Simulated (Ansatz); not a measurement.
# CH8OSiSn: the cost of one run

All numbers below are computed with Ansatz 0.2.0 (RKS PBE-D4/def2-SVP).

**1. The starting structure**

Bond lengths: C1–O2 1.391 Å, O2–Si3 1.705 Å, Si3–Sn4 2.557 Å, C1–H5 1.083 Å, C1–H6 1.091 Å, C1–H7 1.158 Å, Si3–H8 1.432 Å, Si3–H9 1.538 Å, Sn4–H10 1.701 Å, Sn4–H11 1.797 Å, Sn4–H12 1.720 Å. Angles (14 of 19 angles, heavy atoms first): C1–O2–Si3 106.5°, O2–Si3–Sn4 111.4°, O2–C1–H5 114.1°, O2–C1–H6 115.2°, O2–C1–H7 106.6°, O2–Si3–H8 111.8°, O2–Si3–H9 110.3°, Sn4–Si3–H8 109.1°, Sn4–Si3–H9 108.0°, Si3–Sn4–H10 108.8°, Si3–Sn4–H11 104.7°, Si3–Sn4–H12 109.6°, H5–C1–H6 112.9°, H5–C1–H7 103.3°.

As a file:

```xyz
12

C    -0.7811    1.7078    0.2696
O    -1.4568    0.5242    0.5482
Si   -0.2677   -0.6275    0.9563
Sn    1.0223   -1.4076   -1.1086
H    -0.2951    2.1530    1.1291
H    -0.1402    1.6806   -0.6132
H    -1.5866    2.4892   -0.0154
H    -0.8332   -1.7663    1.6143
H     0.7424   -0.0224    1.9456
H     1.7229   -0.0526   -1.8604
H    -0.2257   -2.1337   -2.1783
H     2.1758   -2.6001   -0.6532
```

**2. End point A**

The input, input.yaml:

```yaml
crystal:
  periodic: [false, false, false]
  atoms:
    - { symbol: C, position_ang: [-0.7811, 1.7078, 0.2696] }
    - { symbol: O, position_ang: [-1.4568, 0.5242, 0.5482] }
    - { symbol: Si, position_ang: [-0.2677, -0.6275, 0.9563] }
    - { symbol: Sn, position_ang: [1.0223, -1.4076, -1.1086] }
    - { symbol: H, position_ang: [-0.2951, 2.153, 1.1291] }
    - { symbol: H, position_ang: [-0.1402, 1.6806, -0.6132] }
    - { symbol: H, position_ang: [-1.5866, 2.4892, -0.0154] }
    - { symbol: H, position_ang: [-0.8332, -1.7663, 1.6143] }
    - { symbol: H, position_ang: [0.7424, -0.0224, 1.9456] }
    - { symbol: H, position_ang: [1.7229, -0.0526, -1.8604] }
    - { symbol: H, position_ang: [-0.2257, -2.1337, -2.1783] }
    - { symbol: H, position_ang: [2.1758, -2.6001, -0.6532] }
basis:
  gaussian: { orbitals: def2-SVP }
hamiltonian:
  xc: pbe
  dispersion: d4
relax:
  f_tol: 0.015
  max_steps: 40
output:
  orbitals: {}
```

Started as:

```
> ansatz run input.yaml --threads 2 --pin off --max-ram 3072MiB --backend cpu --events-out ev --progress --plain --runs-dir out
```

What time and memory should one allow on 2 threads of AMD EPYC 9R14 (Zen 4), shared host?

About 17 s, with a peak of 0.19 GiB.
